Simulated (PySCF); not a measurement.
# SeH+: from the state search to spectroscopic constants

An exercise on one series of results from a longer session: the logs are not shown, and one member is left open.

The runs use PySCF 2.14.0; H pcseg-1, Se pcseg-1, no relativity.

Set-up of the first run:

A driver script around PySCF takes these settings:

- atoms: H, Se
- charge: 1
- basis: H pcseg-1, Se pcseg-1
- Hamiltonian: no relativity
- basis functions: 32
- electrons treated: 34
- masses in u: 1.0078, 79.9165
- levels: PBE0, PBE, r²SCAN, TPSSh, B97-3, M06-2X, HSE06, HF, MP2, SCS-MP2, CCSD, CCSD(T)
- grid: 80 radial by 434 angular points
- occupations: held fixed by the projection of orbital angular momentum
- dissociation limit: H + Se+, each in its ground configuration
- starting distance in angstrom: 1.535
- values of 2S to try: 0, 2, 4

Command:

```sh
> OMP_NUM_THREADS=1 python dia.py task.json out
```

Steps of the session up to this table: The job; PBE0 along the bond; Other states along the same grid; PBE; r²SCAN (meta-GGA); TPSSh (hybrid meta-GGA); B97-3 (global hybrid GGA); M06-2X; HSE06; UHF (mean field); Correlated methods on the Hartree–Fock reference.

One table of the session follows, with a row left open; its other results are not shown here.

Energy (eV) from each level's lowest point:

```
R (Å)    UHF  UHF-MP2  UHF-SCS-MP2  UHF-CCSD  UHF-CCSD(T)
1.287  0.528    0.562        0.567       n/a          n/a
1.347  0.216    0.243        0.247     0.267        0.271
1.407      ?        ?            ?         ?            ?
1.452  0.000    0.009        0.010     0.017        0.019
1.497  0.001    0.000        0.000     0.000        0.000
1.542  0.042    0.031        0.029     0.022        0.020
1.602  0.147    0.120        0.118     0.098        0.094
1.677  0.336    0.289        0.286     0.248        0.241
1.766  0.613    0.554        0.553     0.480        0.469
1.886  0.998    0.993        1.005       n/a          n/a
```

Estimate the missing values for R (Å) = 1.407.

Worked estimate for «UHF». A straight line through the neighbours (1.347, 0.216) and (1.452, 0.000) gives 0.216 + (0.000 − 0.216) × (1.407 − 1.347) / (1.452 − 1.347) = 0.093; a parabola fitted to 4 rows on both sides gives 0.045.

As computed: UHF: 0.050; UHF-MP2: 0.068; UHF-SCS-MP2: 0.070; UHF-CCSD: 0.083; UHF-CCSD(T): 0.086. In «UHF» the line misses by +0.043 and the parabola by -0.005.
